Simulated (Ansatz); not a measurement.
# AlIn2: one candidate of a structure search

The task: take a trial cell of AlIn2 to zero force and stress.

Program: Ansatz 0.2.0. Level of theory: DFT PBE, scalar-relativistic, plane waves, PAW. These are calculated values, not measurements.

### Step 1. The system as given

Symmetry: P4/mmm, No. 123, tetragonal system. Conventional cell: a = 4.487 Å, b = 4.487 Å, c = 3.921 Å, α = 90.00°, β = 90.00°, γ = 90.00°. Al (site symmetry 4/mmm) is surrounded by 4 In at 2.24 Å. In (site symmetry mmm) is surrounded by 2 Al at 2.24 Å.

Structure file:

```cif
data_structure
_symmetry_space_group_name_H-M 'P 1'
_symmetry_Int_Tables_number 1
_cell_length_a 4.4871
_cell_length_b 4.4871
_cell_length_c 3.9209
_cell_angle_alpha 90.000
_cell_angle_beta 90.000
_cell_angle_gamma 90.000
_cell_volume 78.94
loop_
_atom_site_label
_atom_site_type_symbol
_atom_site_fract_x
_atom_site_fract_y
_atom_site_fract_z
_atom_site_occupancy
Al1 Al 0.00000 0.00000 0.00000 1
In1 In 0.00000 0.50000 0.00000 1
In2 In 0.50000 0.00000 0.00000 1
```

Recipe of the guess: species swapped into a database cell of CuI2 (P4/mmm, No. 123), with Al on the Cu sites and In on the I sites. The dimensions are guesses.

### Step 2. A first look at the guess

Contents of input.yaml:

```yaml
crystal:
  lattice:
    - [4.48708567, 0.0, 0.0]
    - [0.0, 4.48708567, 0.0]
    - [0.0, 0.0, 3.92087952]
  atoms:
    - { symbol: Al, position: [0.0, 0.0, 0.0] }
    - { symbol: In, position: [0.0, 0.5, 0.0] }
    - { symbol: In, position: [0.5, 0.0, 0.0] }
basis:
  ecutwfc: 420
kpoints:
  mp_grid: { grid: [4, 4, 4] }
hamiltonian:
  xc: pbe
scf:
  occupations: { method: gaussian, width: 0.1 }
  lower_state_search: "off"
output:
  forces: true
  stress: true
  eigenvalues: true
```

On the command line:

```bash
$ ansatz run input.yaml --threads 1 --pin off --max-ram 2048MiB --backend cpu --events-out ev --progress --plain --runs-dir out
```

Output, shortened:

```text
Warning: RAYON_NUM_THREADS=1 ignored (pool sized by the plan → 1); use --threads N
[...]
Pseudopotentials: kind: paw
Pseudopotential: Al, paw, valence charge 3, recommended cutoff 420 eV (normal), Al.paw.azcp
Pseudopotential: In, paw, valence charge 13, recommended cutoff 420 eV (normal), In.paw.azcp
Functional definition: PBE
[...]
Crystal: 3 atoms, lattice volume = 78.943 Å³
Basis set: ecut = 420 eV, 1541 PW (Γ), exchange–correlation on 60×60×54 points (8 copies of the dense FFT grid, shifted against one another)
Bands: 19, of which v1, the nominal top of the filled ones, is band 15 counted from 1 (14 counted from 0)
Symmetry: 16 space group operations
Space group: P4/mmm (ITA 123), of the structure as read, at distance tolerance 4.3e-5 Å
k-points: 18 of 64
[...]
SCF iter   1: F=—  HF=-11728.362705 eV  |F-HF|=—  |Δ(HF+E_count)|=         —  Δρ=2.07e-3  dr2=3.60e-3  ethr=1.77e-3  ⟨swp⟩=6.8  Hψ=1945  notcnv=0
[...]
SCF iter   6: F=-11728.363521 eV  HF=-11728.363521 eV  |F-HF|=1.72e-9  |Δ(HF+E_count)|=   5.40e-8  Δρ=2.57e-6  dr2=1.06e-8  ethr=3.45e-10  ⟨swp⟩=6.4  Hψ=1543  notcnv=0
[...]
SCF converged after 6 iterations
Free energy (F): -11728.363521 eV
[...]
E sigma→0 (E₀):  -11728.361350 eV
Entropy (-TS):   -0.004342 eV (-1.447 meV/atom)
Fermi energy:    7.981891 eV
[...]
--- Forces (eV/Å), atoms counted from 1 ---
  atom   1  Al     0.00000000     0.00000000     0.00000000
  atom   2  In     0.00000000     0.00000000     0.00000000
  atom   3  In    -0.00000000    -0.00000000     0.00000000
[...]
--- Stress (GPa, compression-positive) ---
       43.630640       0.000000       0.000000
        0.000000      43.630640       0.000000
        0.000000       0.000000      -4.615364
  P = ⅓ Tr σ = 27.5486 GPa (275.486 kbar)
--- Band table (eV; the first three rows and the last of 18) ---
  k-point 0: bands = ["-8.1861", "-7.7611", "-7.5439", "-7.3595", "-7.3595", "-7.2785", "-7.0479", "-7.0479", "-6.9957", "-6.9597", "-1.9066", "4.8815", "4.8815", "5.3897", "7.8906", "9.1496", "11.8084", "12.9554", "12.9554"]
[...]
```

Wall time 3.2 s (1 thread of Intel Xeon Platinum 8259CL at 2.50GHz (Skylake/Cascade Lake), shared host); peak memory 0.46 GiB.

From the probe: pressure 27.5 GPa, largest force 0.00 eV/Å, gap on this mesh none (metal). A guess like this is first relaxed loosely on the coarse mesh.

### Step 3. Rough relaxation on the coarse mesh

Edit input.yaml of step 2 so:

```diff
@@ -22 +22,6 @@
   eigenvalues: true
+relax:
+  adjacent_minimum: "off"
+  f_tol: 0.04
+  max_steps: 70
+  cell: { stress_tol: 0.4 }
```

On the command line:

```bash
$ ansatz run input.yaml --threads 1 --pin off --max-ram 2048MiB --backend cpu --events-out ev --progress --plain --runs-dir out
```

Output:

```text
Warning: RAYON_NUM_THREADS=1 ignored (pool sized by the plan → 1); use --threads N
Engine: ansatz 0.2.0, x86_64-unknown-linux-gnu
Pseudopotentials: kind: paw
Pseudopotential: Al, paw, valence charge 3, recommended cutoff 420 eV (normal), Al.paw.azcp
Pseudopotential: In, paw, valence charge 13, recommended cutoff 420 eV (normal), In.paw.azcp
Functional definition: PBE
  parameter kappa = 0.804
  parameter beta = 0.06672455060314922
  exchange = pbe_x(kappa = kappa, mu = beta*pi^2/3)
  correlation = pbe_c(beta = beta)
Crystal: 3 atoms, lattice volume = 78.943 Å³
Basis set: ecut = 420 eV, 1541 PW (Γ), exchange–correlation on 60×60×54 points (8 copies of the dense FFT grid, shifted against one another)
Bands: 19, of which v1, the nominal top of the filled ones, is band 15 counted from 1 (14 counted from 0)
Symmetry: 16 space group operations
Space group: P4/mmm (ITA 123), of the structure as read, at distance tolerance 4.3e-5 Å
k-points: 18 of 64
Non-local potential: Al, projectors of the file, l = 0: 2, l = 1: 2, l = 2: 1
Non-local potential: In, projectors of the file, l = 0: 2, l = 1: 2, l = 2: 2, l = 3: 2
PAW form: soft (Blöchl's): semilocal exchange-correlation on the pseudo side does not see the compensation charge
PAW one-centre angular grid: Al, 110 points (default); XC on 64 Gauss nodes
PAW one-centre angular grid: In, 590 points (default); XC on 64 Gauss nodes
Initial density: superposition of atomic densities (neutral atoms: chi_scale 0, normalization atom), corrected by the library's trained network
Initial wavefunctions: pseudopotential atomic-orbital guess
Functional: x = pbe(κ = 0.804, μ = 0.2195149727645171), c = pbe(β = 0.06672455060314922)
SCF iter   1: F=—  HF=-11728.362705 eV  |F-HF|=—  |Δ(HF+E_count)|=         —  Δρ=2.07e-3  dr2=3.60e-3  ethr=1.77e-3  ⟨swp⟩=6.8  Hψ=1945  notcnv=0
preconditioner: auto → LDOS  [insulator: Δε(μ)=0.160 eV  Ē_g=14.849 eV  σ=0.100 eV  W_gap=0.67  n_scr=18 (ndim 8)  ℏωp=22.5 eV  f_vac=0.019  D(μ)=0.89/eV (n_scr^D=4)  ε∞_Penn≈3.3  β→1.0]
SCF iter   2: F=—  HF=-11728.363559 eV  |F-HF|=—  |Δ(HF+E_count)|=   8.55e-4  Δρ=3.79e-4  dr2=1.65e-4  ethr=1.24e-5  ⟨swp⟩=2.2  Hψ=707  notcnv=0  defer=1
SCF iter   3: F=—  HF=-11728.363570 eV  |F-HF|=—  |Δ(HF+E_count)|=   1.09e-5  Δρ=2.88e-4  dr2=5.20e-5  ethr=5.71e-7  ⟨swp⟩=2.0  Hψ=600  notcnv=0  defer=1
SCF iter   4: F=—  HF=-11728.363521 eV  |F-HF|=—  |Δ(HF+E_count)|=   4.91e-5  Δρ=4.66e-5  dr2=3.94e-6  ethr=1.79e-7  ⟨swp⟩=2.0  Hψ=587  notcnv=0  defer=1
SCF iter   5: F=—  HF=-11728.363521 eV  |F-HF|=—  |Δ(HF+E_count)|=   5.84e-7  Δρ=1.29e-5  dr2=2.28e-7  ethr=1.36e-8  ⟨swp⟩=2.0  Hψ=415  notcnv=0  defer=1
SCF iter   6: F=-11728.363521 eV  HF=-11728.363521 eV  |F-HF|=1.72e-9  |Δ(HF+E_count)|=   5.40e-8  Δρ=2.57e-6  dr2=1.06e-8  ethr=3.45e-10  ⟨swp⟩=6.4  Hψ=1543  notcnv=0
SCF 1 converged in 6 iterations: F = -11728.363521 eV  dr2 = 1.06e-8
relax step   1: F+E_penalty+E_count = -11728.36352076 eV  Δ(F+E_penalty+E_count) = +0.000e0 eV  max|allowed force component| = 3.648e-29 eV/Å  Δτ_max = 0.0000 Å  P = +27.549 GPa  Ω = 78.943 Å³  (6 SCF iters, dr2 threshold 1.00e-7 eV, accepted)
Crystal: 3 atoms, lattice volume = 86.123 Å³
Basis set: ecut = 420 eV, 1669 PW (Γ), exchange–correlation on 60×60×54 points (8 copies of the dense FFT grid, shifted against one another)
Initial density: handed on by an earlier stage of this run
Initial wavefunctions: those handed on with the density
iter 1 solved again at ethr=1.74e-4 eV; its pass at ethr=3.10e-3 eV (dr2=5.04e-2 eV) is discarded
SCF iter   1: F=—  HF=-11730.049107 eV  |F-HF|=—  |Δ(HF+E_count)|=         —  Δρ=6.12e-3  dr2=5.04e-2  ethr=1.74e-4  ⟨swp⟩=1.1  Hψ=2375  notcnv=0
preconditioner: auto → LDOS  [metal: Δε(μ)=0.095 eV  Ē_g=14.497 eV  σ=0.100 eV  W_gap=0.47  n_scr=18 (ndim 8)  ℏωp=21.5 eV  f_vac=0.031  D(μ)=2.03/eV (n_scr^D=10)  β→1.0]
SCF iter   2: F=—  HF=-11730.029451 eV  |F-HF|=—  |Δ(HF+E_count)|=   1.97e-2  Δρ=3.62e-3  dr2=7.49e-3  ethr=1.74e-4  ⟨swp⟩=2.1  Hψ=685  notcnv=0
SCF iter   3: F=—  HF=-11730.028011 eV  |F-HF|=—  |Δ(HF+E_count)|=   1.44e-3  Δρ=1.48e-3  dr2=1.80e-3  ethr=2.58e-5  ⟨swp⟩=2.0  Hψ=603  notcnv=0
SCF iter   4: F=—  HF=-11730.027388 eV  |F-HF|=—  |Δ(HF+E_count)|=   6.22e-4  Δρ=4.18e-4  dr2=2.37e-4  ethr=6.22e-6  ⟨swp⟩=2.0  Hψ=517  notcnv=0
SCF iter   5: F=—  HF=-11730.027538 eV  |F-HF|=—  |Δ(HF+E_count)|=   1.50e-4  Δρ=9.31e-5  dr2=1.13e-5  ethr=8.17e-7  ⟨swp⟩=2.1  Hψ=591  notcnv=0
SCF iter   6: F=-11730.027535 eV  HF=-11730.027535 eV  |F-HF|=1.26e-7  |Δ(HF+E_count)|=   3.08e-6  Δρ=1.31e-5  dr2=2.36e-7  ethr=1.03e-9  ⟨swp⟩=5.3  Hψ=1946  notcnv=0
SCF 2 converged in 6 iterations: F = -11730.027535 eV  dr2 = 2.36e-7
relax step   2: F+E_penalty+E_count = -11730.02753483 eV  Δ(F+E_penalty+E_count) = -1.664e0 eV  max|allowed force component| = 4.076e-30 eV/Å  Δτ_max = 0.0000 Å  P = +15.527 GPa  Ω = 86.123 Å³  energy of the carried Pulay correction = -2.174e-3 eV  (6 SCF iters, dr2 threshold 3.00e-7 eV, accepted)
Crystal: 3 atoms, lattice volume = 92.678 Å³
Basis set: ecut = 420 eV, 1857 PW (Γ), exchange–correlation on 60×60×54 points (8 copies of the dense FFT grid, shifted against one another)
iter 1 solved again at ethr=2.40e-4 eV; its pass at ethr=3.10e-3 eV (dr2=6.97e-2 eV) is discarded
SCF iter   1: F=—  HF=-11731.024752 eV  |F-HF|=—  |Δ(HF+E_count)|=         —  Δρ=5.31e-3  dr2=6.97e-2  ethr=2.40e-4  ⟨swp⟩=1.0  Hψ=2382  notcnv=0
preconditioner: auto → LDOS  [insulator: Δε(μ)=0.140 eV  Ē_g=14.139 eV  σ=0.100 eV  W_gap=0.68  n_scr=18 (ndim 8)  ℏωp=20.8 eV  f_vac=0.035  D(μ)=1.77/eV (n_scr^D=10)  ε∞_Penn≈3.2  β→1.0]
SCF iter   2: F=—  HF=-11731.003529 eV  |F-HF|=—  |Δ(HF+E_count)|=   2.12e-2  Δρ=2.77e-3  dr2=6.06e-3  ethr=2.40e-4  ⟨swp⟩=2.2  Hψ=683  notcnv=0
SCF iter   3: F=—  HF=-11731.002347 eV  |F-HF|=—  |Δ(HF+E_count)|=   1.18e-3  Δρ=1.32e-3  dr2=1.64e-3  ethr=2.09e-5  ⟨swp⟩=2.0  Hψ=627  notcnv=0
SCF iter   4: F=—  HF=-11731.001896 eV  |F-HF|=—  |Δ(HF+E_count)|=   4.51e-4  Δρ=3.16e-4  dr2=2.33e-4  ethr=5.66e-6  ⟨swp⟩=2.0  Hψ=517  notcnv=0
SCF iter   5: F=—  HF=-11731.002324 eV  |F-HF|=—  |Δ(HF+E_count)|=   4.28e-4  Δρ=7.05e-5  dr2=6.84e-6  ethr=8.05e-7  ⟨swp⟩=2.0  Hψ=414  notcnv=0
SCF iter   6: F=—  HF=-11731.002328 eV  |F-HF|=—  |Δ(HF+E_count)|=   4.41e-6  Δρ=1.48e-5  dr2=3.72e-7  ethr=2.36e-8  ⟨swp⟩=2.1  Hψ=600  notcnv=0
SCF iter   7: F=-11731.002329 eV  HF=-11731.002329 eV  |F-HF|=8.75e-9  |Δ(HF+E_count)|=   2.72e-7  Δρ=2.68e-6  dr2=8.69e-9  ethr=1.03e-9  ⟨swp⟩=5.8  Hψ=1593  notcnv=0
SCF 3 converged in 7 iterations: F = -11731.002329 eV  dr2 = 8.69e-9
relax step   3: F+E_penalty+E_count = -11731.00232854 eV  Δ(F+E_penalty+E_count) = -9.748e-1 eV  max|allowed force component| = 9.992e-29 eV/Å  Δτ_max = 0.0000 Å  P = +7.658 GPa  Ω = 92.678 Å³  energy of the carried Pulay correction = -4.022e-3 eV  (7 SCF iters, dr2 threshold 3.00e-7 eV, accepted)
[... from here on, the SCF cycles and remarks between the steps are left out ...]
relax step   4: F+E_penalty+E_count = -11731.53217083 eV  Δ(F+E_penalty+E_count) = -5.298e-1 eV  max|allowed force component| = 3.326e-29 eV/Å  Δτ_max = 0.0000 Å  P = +2.711 GPa  Ω = 95.875 Å³  energy of the carried Pulay correction = -4.947e-3 eV  (6 SCF iters, dr2 threshold 3.00e-7 eV, accepted)
relax step   5: F+E_penalty+E_count = -11731.72399704 eV  Δ(F+E_penalty+E_count) = -1.918e-1 eV  max|allowed force component| = 8.415e-30 eV/Å  Δτ_max = 0.0000 Å  P = +0.925 GPa  Ω = 95.165 Å³  energy of the carried Pulay correction = -4.849e-3 eV  (6 SCF iters, dr2 threshold 3.00e-7 eV, accepted)
relax step   6: F+E_penalty+E_count = -11731.87170679 eV  Δ(F+E_penalty+E_count) = -1.477e-1 eV  max|allowed force component| = 8.638e-29 eV/Å  Δτ_max = 0.0000 Å  P = +0.164 GPa  Ω = 92.768 Å³  energy of the carried Pulay correction = -4.305e-3 eV  (6 SCF iters, dr2 threshold 3.00e-7 eV, accepted)
relax step   7: F+E_penalty+E_count = -11732.04552503 eV  Δ(F+E_penalty+E_count) = -1.738e-1 eV  max|allowed force component| = 9.572e-29 eV/Å  Δτ_max = 0.0000 Å  P = -0.453 GPa  Ω = 89.458 Å³  energy of the carried Pulay correction = -3.488e-3 eV  (6 SCF iters, dr2 threshold 3.00e-7 eV, accepted)
relax step   8: F+E_penalty+E_count = -11732.06933759 eV  Δ(F+E_penalty+E_count) = -2.381e-2 eV  max|allowed force component| = 4.424e-29 eV/Å  Δτ_max = 0.0000 Å  P = +1.122 GPa  Ω = 85.412 Å³  energy of the carried Pulay correction = -2.423e-3 eV  (6 SCF iters, dr2 threshold 3.00e-7 eV, accepted)
relax step   9: F+E_penalty+E_count = -11732.06017290 eV  Δ(F+E_penalty+E_count) = +9.165e-3 eV  max|allowed force component| = 8.349e-30 eV/Å  Δτ_max = 0.0000 Å  P = -2.594 GPa  Ω = 91.559 Å³  energy of the carried Pulay correction = -4.107e-3 eV  (6 SCF iters, dr2 threshold 3.00e-7 eV, rejected (line search))
relax step  10: F+E_penalty+E_count = -11732.09561322 eV  Δ(F+E_penalty+E_count) = -2.628e-2 eV  max|allowed force component| = 2.156e-29 eV/Å  Δτ_max = 0.0000 Å  P = +0.151 GPa  Ω = 86.939 Å³  energy of the carried Pulay correction = -2.840e-3 eV  (8 SCF iters, accepted)
relax step  11: F+E_penalty+E_count = -11732.09869231 eV  Δ(F+E_penalty+E_count) = -3.079e-3 eV  max|allowed force component| = 8.349e-30 eV/Å  Δτ_max = 0.0000 Å  P = -0.020 GPa  Ω = 87.356 Å³  energy of the carried Pulay correction = -2.947e-3 eV  (5 SCF iters, dr2 threshold 3.00e-7 eV, accepted)
relax step  12: F+E_penalty+E_count = -11732.19268894 eV  Δ(F+E_penalty+E_count) = -9.400e-2 eV  max|allowed force component| = 8.349e-30 eV/Å  Δτ_max = 0.0000 Å  P = +1.632 GPa  Ω = 87.356 Å³  stress off target by 2.45e0 GPa  SCF on the basis re-selected at this cell (its energy is not comparable with the rows above)  (6 SCF iters)
relax step  13: F+E_penalty+E_count = -11732.21659883 eV  Δ(F+E_penalty+E_count) = -2.391e-2 eV  max|allowed force component| = 2.294e-29 eV/Å  Δτ_max = 0.0000 Å  P = +0.706 GPa  Ω = 89.610 Å³  energy of the carried Pulay correction = -5.177e-4 eV  (5 SCF iters, dr2 threshold 3.00e-7 eV, accepted)
relax step  14: F+E_penalty+E_count = -11732.22220418 eV  Δ(F+E_penalty+E_count) = -5.605e-3 eV  max|allowed force component| = 1.913e-29 eV/Å  Δτ_max = 0.0000 Å  P = +0.085 GPa  Ω = 91.364 Å³  energy of the carried Pulay correction = -9.469e-4 eV  (5 SCF iters, dr2 threshold 3.00e-7 eV, accepted)
iter 1 solved again at ethr=4.58e-7 eV; its pass at ethr=3.10e-3 eV (dr2=1.33e-4 eV) is discarded
SCF iter   1: F=—  HF=-11732.223024 eV  |F-HF|=—  |Δ(HF+E_count)|=         —  Δρ=6.92e-5  dr2=8.38e-7  ethr=4.58e-7  ⟨swp⟩=2.6  Hψ=2606  notcnv=0
preconditioner: auto → LDOS  [metal: Δε(μ)=0.075 eV  Ē_g=13.925 eV  σ=0.100 eV  W_gap=0.40  n_scr=10 (ndim 8)  ℏωp=20.9 eV  f_vac=0.044  D(μ)=2.88/eV (n_scr^D=14)  β→1.0]
SCF iter   2: F=—  HF=-11732.223106 eV  |F-HF|=—  |Δ(HF+E_count)|=   8.18e-5  Δρ=2.96e-5  dr2=5.29e-7  ethr=2.89e-9  ⟨swp⟩=2.0  Hψ=608  notcnv=0
SCF iter   3: F=—  HF=-11732.223105 eV  |F-HF|=—  |Δ(HF+E_count)|=   2.48e-7  Δρ=6.38e-6  dr2=1.99e-8  ethr=1.82e-9  ⟨swp⟩=2.1  Hψ=588  notcnv=0
SCF iter   4: F=-11732.223105 eV  HF=-11732.223105 eV  |F-HF|=1.29e-9  |Δ(HF+E_count)|=   6.86e-9  Δρ=1.50e-6  dr2=9.74e-10  ethr=6.62e-12  ⟨swp⟩=3.9  Hψ=1472  notcnv=0
SCF 15 converged in 4 iterations: F = -11732.223105 eV  dr2 = 9.74e-10
relax step  15: F+E_penalty+E_count = -11732.22310526 eV  Δ(F+E_penalty+E_count) = -9.011e-4 eV  max|allowed force component| = 2.281e-29 eV/Å  Δτ_max = 0.0000 Å  P = +0.081 GPa  Ω = 91.364 Å³  stress off target by 1.43e-1 GPa  SCF on the basis re-selected at this cell (its energy is not comparable with the rows above)  (4 SCF iters)
basis re-selected at this cell: Δ(F+E_penalty+E_count) = -9.011e-4 eV, ΔP = -0.004 GPa vs the last step (what re-selecting the basis moved, of the pressure what is left beyond the Pulay correction that the steps carried, after the strain that the cell walked since its last selection, with what the two solves' SCF thresholds leave and, on support functions, any second-order correction that the steps lacked; it is no measure of the basis error at this ecutwfc). This SCF's stress stands 1.43e-1 GPa from its target on what of the cell is left free (relax.cell.stress_tol is 4.00e-1 GPa) and its largest allowed force component is 2.28e-29 eV/Å (relax.f_tol is 4.00e-2 eV/Å): within both
SCF converged after 4 iterations
Free energy (F): -11732.223105 eV
Harris-Foulkes:  -11732.223105 eV  (|F-HF|=1.29e-9)
Internal energy: -11732.208700 eV  (E = F + TS)
E sigma→0 (E₀):  -11732.215902 eV
Entropy (-TS):   -0.014406 eV (-4.802 meV/atom)
Fermi energy:    6.439919 eV
--- Per-component energies (eV) ---
  E_band       = -139.916422
  E_kinetic    = 502.990899
  E_local      = -2837.091954  (includes V_loc(G=0)·N_el)
  E_nonlocal   = 742.289262
  E_hartree    = 1140.109700
  E_xc         = -469.622504
  E_vxc        = -226.153416  (∫ρ·V_xc dr)
  E_paw        = -8771.823779  (= ΣΔE_a)
  E_vpaw       = -602.170681  (= ΣTr[D̂ρ^β])
  E_aug_tail   = 0.000049  (compensation charges beyond the density's cutoff)
  E_ewald      = -2039.060373
  E_smearing   = -0.014406  (= −TS)
  E_closure    = 0.000000  (closes the sum)
  Σ components = -11732.223105   (vs F -11732.223105, Δ=0.00e0)
--- Forces (eV/Å), atoms counted from 1 ---
  atom   1  Al    -0.00000000    -0.00000000     0.00000000
  atom   2  In     0.00000000     0.00000000     0.00000000
  atom   3  In    -0.00000000     0.00000000     0.00000000
  max |Σ_I F_I| component: 2.72e-29 eV/Å
--- Stress (GPa, compression-positive) ---
        0.143351       0.000000       0.000000
        0.000000       0.143351       0.000000
        0.000000       0.000000      -0.042584
  P = ⅓ Tr σ = 0.0814 GPa (0.814 kbar)
--- Band table (eV; the first three rows and the last of 18) ---
  k-point 0: bands = ["-8.5979", "-8.5634", "-8.3036", "-8.2495", "-8.2078", "-8.1147", "-7.9919", "-7.9919", "-7.9564", "-7.9564", "-2.4447", "1.1110", "3.2934", "3.2934", "3.9725", "8.1754", "8.1754", "10.8425", "10.9811"]
  k-point 1: bands = ["-8.2938", "-8.2236", "-8.2116", "-8.1960", "-8.1723", "-8.1557", "-8.1557", "-8.1199", "-8.1199", "-8.0986", "-1.3488", "2.1903", "4.3525", "4.3525", "4.9523", "7.8267", "9.3502", "9.3502", "11.7652"]
  k-point 2: bands = ["-8.3142", "-8.3142", "-8.2741", "-8.2741", "-8.2450", "-8.1977", "-8.1700", "-8.0824", "-7.8649", "-7.7881", "1.4124", "2.9367", "5.4484", "6.1473", "6.1741", "6.1741", "7.6779", "8.5200", "10.2243"]
  k-point 17: bands = ["-8.3240", "-8.3149", "-8.2844", "-8.2597", "-8.2013", "-8.2013", "-8.1449", "-8.1449", "-7.8161", "-7.8161", "2.7539", "3.5682", "3.5682", "4.7472", "4.9780", "4.9780", "7.4702", "10.5470", "11.2541"]
--- Relaxed structure (13 steps of the walk, 12 accepted, 2 SCFs on fresh bases) ---
  F+E_penalty+E_count = -11732.22310526 eV   max|allowed force component| = 2.281e-29 eV/Å   (the final SCF, on the basis selected at the relaxed cell)
  cell:  # Å, volume = 91.3641 Å³
    - [5.567031819808065, 7.554377931267399e-35, 0.0]
    - [7.554377931267399e-35, 5.567031819808065, 0.0]
    - [0.0, 0.0, 2.9480036011335673]
  atoms:
    - { symbol: Al, position: [-4.6777861337964535e-35, -1.1554746513290519e-35, 0.0] }
    - { symbol: In, position: [7.101558384574049e-35, 0.5, 0.0] }
    - { symbol: In, position: [0.5, 2.3402902551102344e-37, 0.0] }
```

It took 38 s on 1 thread of Intel Xeon Platinum 8259CL at 2.50GHz (Skylake/Cascade Lake), shared host; peak memory 0.47 GiB.

Step by step:

```csv
step,energy from step 1 (eV/cell),largest force component (eV/Å),pressure (GPa),volume (Å³)
1,0.0000,0.0000,27.55,78.94
2,-1.6640,0.0000,15.53,86.12
3,-2.6388,0.0000,7.66,92.68
4,-3.1687,0.0000,2.71,95.88
5,-3.3605,0.0000,0.92,95.17
6,-3.5082,0.0000,0.16,92.77
7,-3.6820,0.0000,-0.45,89.46
8,-3.7058,0.0000,1.12,85.41
9,-3.6967,0.0000,-2.59,91.56
10,-3.7321,0.0000,0.15,86.94
11,-3.7352,0.0000,-0.02,87.36
12,-3.8292,0.0000,1.63,87.36
13,-3.8531,0.0000,0.71,89.61
14,-3.8587,0.0000,0.09,91.36
15,-3.8596,0.0000,0.08,91.36
```

Step 1 is the start. Steps 12, 15 each repeat the geometry before them on a plane-wave basis chosen anew, so the energy can jump there without any move. Step 9 was tried and not accepted.

|  | before | after | change |
| --- | --- | --- | --- |
| a (Å) | 4.487 | 5.567 | +24.1 % |
| b (Å) | 4.487 | 5.567 | +24.1 % |
| c (Å) | 3.921 | 2.948 | -24.8 % |
| volume (Å³/atom) | 26.31 | 30.45 | +15.7 % |
| shortest distance (Å) | 2.244 | 2.784 | +24.1 % |
| space group (0.01 Å) | P4/mmm | P4/mmm | same |

Forces and stress were held to the start's 16 operations: a distortion of lower symmetry was not tested.

[end of part 1 of 2]
